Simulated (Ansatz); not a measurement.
**GeOF (quartet): from Hartree-Fock to the top rungs, cc-pVDZ**

One table from this session's results is given with a row withheld; the runs are named, their logs left out.

Program: Ansatz 0.2.0, Gaussian basis. Level of theory: cc-pVDZ, core rule «outside noble gas», up to 16 orbitals frozen. These are calculated values, not measurements.

Plan: UHF; CCSD(T) on ROHF; CCSD(T) on UHF; BCCD(T) on ROHF; CISD; CCSDT(Q) on ROHF; CCSDT(Q) on UHF.

25 further runs of the same task are left out: 2 for a known fault of the program, 12 that didn't finish, 11 set aside as unsound or not needed.

**The geometry**

The geometry is a PBE0/def2-TZVP stationary point (not a proven minimum) of the parent state, kept for this charge and spin. No spin-orbit coupling is included. The filled d shell of Ge may be among the frozen orbitals whatever the setting's name suggests; the logs give the count.

3 atoms, charge 0, spin multiplicity 4.

Atoms are counted from 1 here; the program's logs count them from 0.

Bond lengths: F1–Ge3 1.740 Å, O2–Ge3 1.672 Å. Angles: F1–Ge3–O2 117.1°.

The first run:

Input file in.yaml:

```yaml
crystal:
  periodic: [false, false, false]
  atoms:
    - {symbol: F, position_ang: [0.000000, 0.534894, 1.467658]}
    - {symbol: O, position_ang: [0.000000, 0.667041, -1.440265]}
    - {symbol: Ge, position_ang: [0.000000, -0.286817, -0.066627]}
basis:
  gaussian: {orbitals: cc-pVDZ}
magnetization: {spin_polarized: true, initial_magnetization: 3}
hamiltonian: {xc: hf}
output: {orbitals: {seedname: orbitals}}
```

Launch:

```console
> ansatz run in.yaml --threads 1 --pin off --events-out ev --progress --plain --max-ram 2393MiB
```

Steps of the session up to this table: UHF; CCSD(T) on ROHF; CCSD(T) on UHF; BCCD(T) on ROHF; CISD; CCSDT(Q) on ROHF; CCSDT(Q) on UHF.

One of the session's tables, all rows but one given; the rest of the session is left out.

It belongs to the step «Misses and costs». 

```
   method  from UCCSDT(Q) (kJ/mol)
     ROHF                  +1084.5
      UHF                  +1066.1
     RMP2                    +74.6
     UMP2                        ?
    RCCSD                    +27.8
    UCCSD                    +26.3
 RCCSD(T)                     +6.6
 UCCSD(T)                     +5.5
  BCCD(T)                     +6.2
   RCCSDT                     +3.9
   UCCSDT                     +2.8
RCCSDT(Q)                     +1.5
UCCSDT(Q)                        0
```

**Question.** Estimate the row for UMP2.

**Answer.** from UCCSDT(Q) (kJ/mol): +73.6. In the column «from UCCSDT(Q) (kJ/mol)» it lies between RCCSD (+27.8) and RMP2 (+74.6).

Not comparable, so not listed: CISD (they don't share determinant, frozen orbitals or solution with the rows shown, or repeat one).

Caveats from the session: Restricted and unrestricted rows rest on different reference determinants; where their highest levels disagree by more than a few hundredths of an eV, they describe different states and don't form one ladder.
